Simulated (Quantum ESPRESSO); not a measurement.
# NbTe (Pm-3m) in Quantum ESPRESSO: a series of runs, part 2 of 3

Quantum ESPRESSO 7.5. Earlier steps stand in the parts before.

### Step 3. Phonons, PBE+D2

pw.in

```
&CONTROL
  calculation = 'scf'
  prefix = 'pwscf'
  outdir = './tmp'
  pseudo_dir = './pseudo'
  tprnfor = .true.
  tstress = .true.
  disk_io = 'low'
/
&SYSTEM
  ibrav = 0
  nat = 2
  ntyp = 2
  ecutwfc = 45
  ecutrho = 360
  nbnd = 16
  occupations = 'smearing'
  smearing = 'mv'
  degauss = 0.01469973
  vdw_corr = 'grimme-d2'
/
&ELECTRONS
  conv_thr = 4d-10
  electron_maxstep = 120
  mixing_beta = 0.5
/
ATOMIC_SPECIES
Nb    92.9064 nb_pbe_v1.uspp.F.UPF
Te   127.6000 te_pbe_v1.uspp.F.UPF
CELL_PARAMETERS bohr
   6.4736347851    0.0000000000    0.0000000000
   0.0000000000    6.4736347851    0.0000000000
   0.0000000000    0.0000000000    6.4736347851
ATOMIC_POSITIONS bohr
Nb     3.2368173926    3.2368173926    3.2368173926
Te     0.0000000000    0.0000000000    0.0000000000
K_POINTS automatic
8 8 8 0 0 0
```

relax.in

```
&CONTROL
  calculation = 'vc-relax'
  prefix = 'pwscf'
  outdir = './tmp'
  pseudo_dir = './pseudo'
  tprnfor = .true.
  tstress = .true.
  disk_io = 'low'
  nstep = 40
  forc_conv_thr = 0.0001
  etot_conv_thr = 1d-06
/
&SYSTEM
  ibrav = 0
  nat = 2
  ntyp = 2
  ecutwfc = 45
  ecutrho = 360
  nbnd = 16
  occupations = 'smearing'
  smearing = 'mv'
  degauss = 0.01469973
  vdw_corr = 'grimme-d2'
/
&ELECTRONS
  conv_thr = 4d-10
  electron_maxstep = 120
  mixing_beta = 0.5
/
&IONS
  ion_dynamics = 'bfgs'
/
&CELL
  cell_dynamics = 'bfgs'
  press = 0
  press_conv_thr = 0.2
/
ATOMIC_SPECIES
Nb    92.9064 nb_pbe_v1.uspp.F.UPF
Te   127.6000 te_pbe_v1.uspp.F.UPF
CELL_PARAMETERS bohr
   6.4736347851    0.0000000000    0.0000000000
   0.0000000000    6.4736347851    0.0000000000
   0.0000000000    0.0000000000    6.4736347851
ATOMIC_POSITIONS bohr
Nb     3.2368173926    3.2368173926    3.2368173926
Te     0.0000000000    0.0000000000    0.0000000000
K_POINTS automatic
8 8 8 0 0 0
```

scf2.in

```
&CONTROL
  calculation = 'scf'
  prefix = 'pwscf'
  outdir = './tmp'
  pseudo_dir = './pseudo'
  tprnfor = .true.
  tstress = .true.
  disk_io = 'low'
/
&SYSTEM
  ibrav = 0
  nat = 2
  ntyp = 2
  ecutwfc = 45
  ecutrho = 360
  nbnd = 16
  occupations = 'smearing'
  smearing = 'mv'
  degauss = 0.01469973
  vdw_corr = 'grimme-d2'
/
&ELECTRONS
  conv_thr = 1d-13
  electron_maxstep = 120
  mixing_beta = 0.5
  startingpot = 'file'
  startingwfc = 'file'
/
ATOMIC_SPECIES
Nb    92.9064 nb_pbe_v1.uspp.F.UPF
Te   127.6000 te_pbe_v1.uspp.F.UPF
CELL_PARAMETERS bohr
   6.4525545848    0.0000000000    0.0000000000
   0.0000000000    6.4525545848    0.0000000000
   0.0000000000    0.0000000000    6.4525545848
ATOMIC_POSITIONS bohr
Nb     3.2262772924    3.2262772924    3.2262772924
Te     0.0000000000    0.0000000000    0.0000000000
K_POINTS automatic
8 8 8 0 0 0
```

ph.in

```
phonons of NbTe
&INPUTPH
  prefix = 'pwscf'
  outdir = './tmp'
  tr2_ph = 1d-18
  fildyn = 'dyn'
  niter_ph = 90
  alpha_mix(1) = 0.4
/
0.0000000000 0.0000000000 0.0000000000
```

dynmat.in

```
&INPUT
  fildyn = 'dyn'
  asr = 'crystal'
  filout = 'dynmat.disp'
  fileig = 'dynmat.eig'
/
```

Potentials or basis: GBRV 1.5 PBE.

The run is started by

```
> OMP_NUM_THREADS=1 pw.x -in pw.in > pw.out
> OMP_NUM_THREADS=1 pw.x -in relax.in > relax.out
> OMP_NUM_THREADS=1 pw.x -in scf2.in > scf2.out
> OMP_NUM_THREADS=1 ph.x -in ph.in > ph.out
> OMP_NUM_THREADS=1 dynmat.x -in dynmat.in > dynmat.out
```

pw.out:

```text
This program is part of the open-source Quantum ESPRESSO suite
     for quantum simulation of materials; please cite
[... 9 lines left out ...]
     --------------------
     sticks:   dense  smooth     PW     G-vecs:    dense   smooth      PW
     Sum        1201     593    185                31439    11067    1935

     Using Slab Decomposition

     bravais-lattice index     =            0
     lattice parameter (alat)  =       6.4736  a.u.
     unit-cell volume          =     271.2967 (a.u.)^3
     number of atoms/cell      =            2
     number of atomic types    =            2
     number of electrons       =        19.00
     number of Kohn-Sham states=           16
     kinetic-energy cutoff     =      45.0000  Ry
     charge density cutoff     =     360.0000  Ry
     scf convergence threshold =      4.0E-10
     mixing beta               =       0.5000
     number of iterations used =            8  plain     mixing
     Exchange-correlation= SLA  PW   PBE  PBE
                           (   1   4   3   4   0   0   0)

     celldm(1)=   6.473635  celldm(2)=   0.000000  celldm(3)=   0.000000
     celldm(4)=   0.000000  celldm(5)=   0.000000  celldm(6)=   0.000000

     crystal axes: (cart. coord. in units of alat)
               a(1) = (   1.000000   0.000000   0.000000 )
               a(2) = (   0.000000   1.000000   0.000000 )
               a(3) = (   0.000000   0.000000   1.000000 )

     reciprocal axes: (cart. coord. in units 2 pi/alat)
               b(1) = (  1.000000  0.000000  0.000000 )
               b(2) = (  0.000000  1.000000  0.000000 )
               b(3) = (  0.000000  0.000000  1.000000 )

     PseudoPot. # 1 for Nb read from file:
     nb_pbe_v1.uspp.F.UPF
     Pseudo is Ultrasoft + core correction, Zval = 13.0
     Generated by new atomic code, or converted to UPF format
     Using radial grid of  887 points,  6 beta functions with:
                l(1) =   0
                l(2) =   0
                l(3) =   1
                l(4) =   1
                l(5) =   2
                l(6) =   2
     Q(r) pseudized with  6 coefficients,  rinner =    1.000   1.000   1.000
                                                       1.000   1.000

     PseudoPot. # 2 for Te read from file:
     te_pbe_v1.uspp.F.UPF
     Pseudo is Ultrasoft + core correction, Zval =  6.0
     Generated by new atomic code, or converted to UPF format
     Using radial grid of  891 points,  5 beta functions with:
                l(1) =   0
                l(2) =   0
                l(3) =   1
                l(4) =   1
                l(5) =   2
     Q(r) pseudized with  6 coefficients,  rinner =    1.800   1.800   1.800
                                                       1.800   1.800

     atomic species   valence    mass     pseudopotential
     Nb               13.00    92.90640     Nb( 1.00)
     Te                6.00   127.60000     Te( 1.00)

     48 Sym. Ops., with inversion, found

   Cartesian axes

     site n.     atom                  positions (alat units)
         1        Nb     tau(   1) = (   0.5000000   0.5000000   0.5000000  )
         2        Te     tau(   2) = (   0.0000000   0.0000000   0.0000000  )

     -------------------------------------------------
     Parameters for Dispersion (Grimme-D2) Correction:
     -------------------------------------------------
       atom      VdW radius       C_6

        Nb         3.097        855.833
        Te         3.575       1101.101

     number of k points=    35  Marzari-Vanderbilt smearing, width (Ry)=  0.0147
                       cart. coord. in units 2pi/alat
        k(    1) = (   0.0000000   0.0000000   0.0000000), wk =   0.0039062
        k(    2) = (   0.0000000   0.0000000   0.1250000), wk =   0.0234375
        k(    3) = (   0.0000000   0.0000000   0.2500000), wk =   0.0234375
        k(    4) = (   0.0000000   0.0000000   0.3750000), wk =   0.0234375
        k(    5) = (   0.0000000   0.0000000  -0.5000000), wk =   0.0117188
        k(    6) = (   0.0000000   0.1250000   0.1250000), wk =   0.0468750
[... 27 lines left out ...]
        k(   34) = (   0.3750000  -0.5000000  -0.5000000), wk =   0.0234375
        k(   35) = (  -0.5000000  -0.5000000  -0.5000000), wk =   0.0039062

     Dense  grid:    31439 G-vectors     FFT dimensions: (  40,  40,  40)

     Smooth grid:    11067 G-vectors     FFT dimensions: (  27,  27,  27)

     Initial potential from superposition of free atoms

     starting charge      18.9971, renormalised to      19.0000
     Starting wfcs are   17 randomized atomic wfcs

     Self-consistent Calculation

     iteration #  1     ecut=    45.00 Ry     beta= 0.50
     Davidson diagonalization with overlap
     ethr =  1.00E-02,  avg # of iterations =  3.9

     Threshold (ethr) on eigenvalues was too large:
     Diagonalizing with lowered threshold

     Davidson diagonalization with overlap
     ethr =  5.98E-04,  avg # of iterations =  1.2

     total energy              =    -144.47221036 Ry
     estimated scf accuracy    <       0.11864634 Ry
[... 50 lines left out ...]
     iteration #  9     ecut=    45.00 Ry     beta= 0.50
     Davidson diagonalization with overlap
     ethr =  3.15E-12,  avg # of iterations =  2.8

     End of self-consistent calculation

          k = 0.0000 0.0000 0.0000 (  1357 PWs)   bands (ev):

   -40.1310 -16.1457 -16.1457 -16.1457   0.7687  12.4537  12.4537  13.9815
    13.9815  13.9815  16.2000  16.2000  16.2000  18.7042  23.3808  23.3808
[... 163 lines left out ...]
   -40.0966 -16.2855 -16.2855 -16.2564   4.4242   8.8461   8.8461   9.5226
    15.5794  16.5965  16.5965  17.7408  18.7392  19.8651  20.7275  20.7275

          k =-0.5000-0.5000-0.5000 (  1376 PWs)   bands (ev):

   -40.0949 -16.2812 -16.2812 -16.2812   4.8306   8.7326   8.7326   8.7326
    17.1267  17.1267  17.1267  17.7568  17.7568  20.0104  20.0104  20.0104

     the Fermi energy is    15.1729 ev

!    total energy              =    -144.50860178 Ry
     estimated scf accuracy    <          7.7E-11 Ry
     smearing contrib. (-TS)   =      -0.00060628 Ry
     internal energy E=F+TS    =    -144.50799550 Ry

     The total energy is F=E-TS. E is the sum of the following terms:
     one-electron contribution =     -24.01963592 Ry
     hartree contribution      =      21.78463568 Ry
     xc contribution           =     -33.02875376 Ry
     ewald contribution        =    -109.17328797 Ry
     Dispersion Correction     =      -0.07095352 Ry

     convergence has been achieved in   9 iterations

     Forces acting on atoms (cartesian axes, Ry/au):

     atom    1 type  1   force =     0.00000000    0.00000000    0.00000000
     atom    2 type  2   force =     0.00000000    0.00000000    0.00000000

     Total force =     0.000000     Total SCF correction =     0.000000

     Computing stress (Cartesian axis) and pressure

          total   stress  (Ry/bohr**3)                   (kbar)     P=      -12.96
  -0.00008811   0.00000000   0.00000000          -12.96        0.00        0.00
   0.00000000  -0.00008811   0.00000000            0.00      -12.96        0.00
   0.00000000   0.00000000  -0.00008811            0.00        0.00      -12.96

=------------------------------------------------------------------------------=
   JOB DONE.
=------------------------------------------------------------------------------=
```

scf2.out:

```text
This program is part of the open-source Quantum ESPRESSO suite
     for quantum simulation of materials; please cite
[... 9 lines left out ...]
     --------------------
     sticks:   dense  smooth     PW     G-vecs:    dense   smooth      PW
     Sum        1201     593    185                31103    11019    1935
[... 353 lines left out ...]
   0.00000025   0.00000000   0.00000000            0.04        0.00        0.00
   0.00000000   0.00000025   0.00000000            0.00        0.04        0.00
   0.00000000   0.00000000   0.00000025            0.00        0.00        0.04

=------------------------------------------------------------------------------=
   JOB DONE.
=------------------------------------------------------------------------------=
```

Run time: 4.5 min. Hardware: 1 thread of Arm Neoverse V1, shared host; peak memory 0.15 GiB.

What came out:

```yaml
Free_energy: -1966.1409 eV
Relaxed_volume: 19.91 Å³/atom
Relaxed_cell: a = 3.415 Å, b = 3.415 Å, c = 3.415 Å, α = 90.00°, β = 90.00°, γ = 90.00°
Space_group_after_relaxing_to_0.05_Å: Pm-3m (No. 221)
Pressure_after_relaxing: 0.0 GPa
Band_gap_on_the_k_mesh: none (metal or under the smearing width)
Highest_phonon_frequency_at_Γ: 133 cm⁻¹
```

The path:
```tsv
step	energy change (eV)	largest force (eV/Å)	pressure (GPa)	volume (Å³)
1	0.0000	0.0000	-1.30	40.20
2	-0.0014	0.0000	-0.42	39.94
3	-0.0016	0.0000	0.01	39.81
4	-0.0016	0.0000	0.00	39.81
```

Final structure:
```xyz
2
Lattice="3.4145 0.0000 0.0000 0.0000 3.4145 0.0000 0.0000 0.0000 3.4145" Properties=species:S:1:pos:R:3 pbc="T T T"
Nb    1.7073    1.7073    1.7073
Te    0.0000    0.0000    0.0000
```

Levels at points of the mesh, in eV from the Fermi level:
```tsv
k point	band 7	band 8	band 9	band 10	band 11	band 12
(0.00, 0.00, 0.00)	-2.76	-1.18	-1.18	-1.18	1.04	1.04
(0.00, 0.00, -0.50)	-2.80	-2.80	-1.84	1.33	2.31	4.39
(0.00, -0.50, -0.50)	-5.59	-2.71	-0.43	-0.43	0.61	1.20
(-0.50, -0.50, -0.50)	-6.50	-6.50	1.97	1.97	1.97	2.63
```

Phonon frequencies in cm⁻¹ (negative: imaginary):
| q point | frequencies |
| --- | --- |
| (0.000, 0.000, 0.000) | 2 2 2 133 133 133 |

Optical modes at Γ, degenerate ones joined:
```
cm⁻¹  components  symmetry  active in
 133           3       T1u         IR
```

Caveat: the mesh is thin for the phonons of a metal; pairwise dispersion overbinds metals, which lowers pressure and volume. The run has no spin-orbit coupling, so splittings on Te are missing.

### Step 4. Phonons, PBE+D3(BJ)

pw.in: that of step 3 with these lines changed.

```diff
@@ -19,3 +19,5 @@
   degauss = 0.01469973
-  vdw_corr = 'grimme-d2'
+  vdw_corr = 'grimme-d3'
+  dftd3_version = 4
+  dftd3_threebody = .false.
 /
```

relax.in: that of step 3 with these lines changed.

```diff
@@ -22,3 +22,5 @@
   degauss = 0.01469973
-  vdw_corr = 'grimme-d2'
+  vdw_corr = 'grimme-d3'
+  dftd3_version = 4
+  dftd3_threebody = .false.
 /
```

scf2.in: that of step 3 with these lines changed.

```diff
@@ -19,3 +19,5 @@
   degauss = 0.01469973
-  vdw_corr = 'grimme-d2'
+  vdw_corr = 'grimme-d3'
+  dftd3_version = 4
+  dftd3_threebody = .false.
 /
@@ -32,7 +34,7 @@
 CELL_PARAMETERS bohr
-   6.4525545848    0.0000000000    0.0000000000
-   0.0000000000    6.4525545848    0.0000000000
-   0.0000000000    0.0000000000    6.4525545848
+   6.3993400155    0.0000000000    0.0000000000
+   0.0000000000    6.3993400155    0.0000000000
+   0.0000000000    0.0000000000    6.3993400155
 ATOMIC_POSITIONS bohr
-Nb     3.2262772924    3.2262772924    3.2262772924
+Nb     3.1996700077    3.1996700077    3.1996700077
 Te     0.0000000000    0.0000000000    0.0000000000
```

d3hess.in

```
&INPUT
  prefix = 'pwscf'
  outdir = './tmp'
  step = 0.001
/
```

ph.in is that of step 3.

dynmat.in is that of step 3.

Potentials or basis: GBRV 1.5 PBE.

The run is started by

```
> OMP_NUM_THREADS=1 pw.x -in pw.in > pw.out
> OMP_NUM_THREADS=1 pw.x -in relax.in > relax.out
> OMP_NUM_THREADS=1 pw.x -in scf2.in > scf2.out
> OMP_NUM_THREADS=1 d3hess.x -in d3hess.in > d3hess.out
> OMP_NUM_THREADS=1 ph.x -in ph.in > ph.out
> OMP_NUM_THREADS=1 dynmat.x -in dynmat.in > dynmat.out
```

pw.out:

```text
This program is part of the open-source Quantum ESPRESSO suite
     for quantum simulation of materials; please cite
[... 9 lines left out ...]
     --------------------
     sticks:   dense  smooth     PW     G-vecs:    dense   smooth      PW
     Sum        1201     593    185                31439    11067    1935

     Using Slab Decomposition

     bravais-lattice index     =            0
     lattice parameter (alat)  =       6.4736  a.u.
     unit-cell volume          =     271.2967 (a.u.)^3
     number of atoms/cell      =            2
     number of atomic types    =            2
     number of electrons       =        19.00
     number of Kohn-Sham states=           16
     kinetic-energy cutoff     =      45.0000  Ry
     charge density cutoff     =     360.0000  Ry
     scf convergence threshold =      4.0E-10
     mixing beta               =       0.5000
     number of iterations used =            8  plain     mixing
     Exchange-correlation= SLA  PW   PBE  PBE
                           (   1   4   3   4   0   0   0)

     celldm(1)=   6.473635  celldm(2)=   0.000000  celldm(3)=   0.000000
     celldm(4)=   0.000000  celldm(5)=   0.000000  celldm(6)=   0.000000

     crystal axes: (cart. coord. in units of alat)
               a(1) = (   1.000000   0.000000   0.000000 )
               a(2) = (   0.000000   1.000000   0.000000 )
               a(3) = (   0.000000   0.000000   1.000000 )

     reciprocal axes: (cart. coord. in units 2 pi/alat)
               b(1) = (  1.000000  0.000000  0.000000 )
               b(2) = (  0.000000  1.000000  0.000000 )
[... 107 lines left out ...]
     Starting wfcs are   17 randomized atomic wfcs

     Self-consistent Calculation

     iteration #  1     ecut=    45.00 Ry     beta= 0.50
     Davidson diagonalization with overlap
     ethr =  1.00E-02,  avg # of iterations =  3.9

     Threshold (ethr) on eigenvalues was too large:
     Diagonalizing with lowered threshold

     Davidson diagonalization with overlap
     ethr =  5.98E-04,  avg # of iterations =  1.2

     total energy              =    -144.50260491 Ry
     estimated scf accuracy    <       0.11864634 Ry
[... 50 lines left out ...]
     iteration #  9     ecut=    45.00 Ry     beta= 0.50
     Davidson diagonalization with overlap
     ethr =  3.15E-12,  avg # of iterations =  2.8

     End of self-consistent calculation

          k = 0.0000 0.0000 0.0000 (  1357 PWs)   bands (ev):

   -40.1310 -16.1457 -16.1457 -16.1457   0.7687  12.4537  12.4537  13.9815
    13.9815  13.9815  16.2000  16.2000  16.2000  18.7042  23.3808  23.3808
[... 163 lines left out ...]
   -40.0966 -16.2855 -16.2855 -16.2564   4.4242   8.8461   8.8461   9.5226
    15.5794  16.5965  16.5965  17.7408  18.7392  19.8651  20.7275  20.7275

          k =-0.5000-0.5000-0.5000 (  1376 PWs)   bands (ev):

   -40.0949 -16.2812 -16.2812 -16.2812   4.8306   8.7326   8.7326   8.7326
    17.1267  17.1267  17.1267  17.7568  17.7568  20.0104  20.0104  20.0104

     the Fermi energy is    15.1729 ev

!    total energy              =    -144.53899632 Ry
     estimated scf accuracy    <          7.7E-11 Ry
     smearing contrib. (-TS)   =      -0.00060628 Ry
     internal energy E=F+TS    =    -144.53839004 Ry

     The total energy is F=E-TS. E is the sum of the following terms:
     one-electron contribution =     -24.01963592 Ry
     hartree contribution      =      21.78463568 Ry
     xc contribution           =     -33.02875376 Ry
     ewald contribution        =    -109.17328797 Ry
     DFT-D3 Dispersion         =      -0.10134807 Ry

     convergence has been achieved in   9 iterations

     Forces acting on atoms (cartesian axes, Ry/au):

     atom    1 type  1   force =     0.00000000    0.00000000    0.00000000
     atom    2 type  2   force =     0.00000000    0.00000000    0.00000000

     Total force =     0.000000     Total SCF correction =     0.000000

     Computing stress (Cartesian axis) and pressure

          total   stress  (Ry/bohr**3)                   (kbar)     P=      -47.39
  -0.00032212   0.00000000   0.00000000          -47.39        0.00        0.00
   0.00000000  -0.00032212   0.00000000            0.00      -47.39        0.00
   0.00000000   0.00000000  -0.00032212            0.00        0.00      -47.39

=------------------------------------------------------------------------------=
   JOB DONE.
=------------------------------------------------------------------------------=
```

scf2.out:

```text
This program is part of the open-source Quantum ESPRESSO suite
     for quantum simulation of materials; please cite
[... 9 lines left out ...]
     --------------------
     sticks:   dense  smooth     PW     G-vecs:    dense   smooth      PW
     Sum        1185     593    185                30215    10779    1935
[... 359 lines left out ...]
  -0.00000016   0.00000000   0.00000000           -0.02        0.00        0.00
   0.00000000  -0.00000016   0.00000000            0.00       -0.02        0.00
   0.00000000   0.00000000  -0.00000016            0.00        0.00       -0.02

=------------------------------------------------------------------------------=
   JOB DONE.
=------------------------------------------------------------------------------=
```

Wall time 4.5 min (1 thread of Arm Neoverse V1, shared host); peak memory 0.16 GiB.

Results:

| Quantity | Value |
| --- | --- |
| Free energy | -1966.5730 eV |
| Relaxed volume | 19.42 Å³/atom |
| Relaxed cell | a = 3.386 Å, b = 3.386 Å, c = 3.386 Å, α = 90.00°, β = 90.00°, γ = 90.00° |
| Space group after relaxing (to 0.05 Å) | Pm-3m (No. 221) |
| Pressure after relaxing | 0.0 GPa |
| Band gap on the k mesh | none (metal or under the smearing width) |
| Highest phonon frequency at Γ | 154 cm⁻¹ |

Step by step:
```
step  energy change (eV)  largest force (eV/Å)  pressure (GPa)  volume (Å³)
   1              0.0000                0.0000           -4.74        40.20
   2             -0.0190                0.0000           -1.50        39.24
   3             -0.0209                0.0000            0.10        38.81
   4             -0.0209                0.0000            0.00        38.83
```

Final structure:
```
Nb Te
1.0
     3.38638    0.00000    0.00000
     0.00000    3.38638    0.00000
     0.00000    0.00000    3.38638
Nb Te
1 1
Cartesian
  1.6932 1.6932 1.6932
  0.0000 0.0000 0.0000
```

Phonon frequencies in cm⁻¹ (negative: imaginary):
| q point | frequencies |
| --- | --- |
| (0.000, 0.000, 0.000) | 4 4 4 154 154 154 |

Optical modes at Γ, degenerate ones joined:
```
cm⁻¹  components  symmetry  active in
 154           3       T1u         IR
```

Caveat: the mesh is thin for the phonons of a metal; pairwise dispersion overbinds metals, which lowers pressure and volume.

(Part 2 of 3 ends here.)
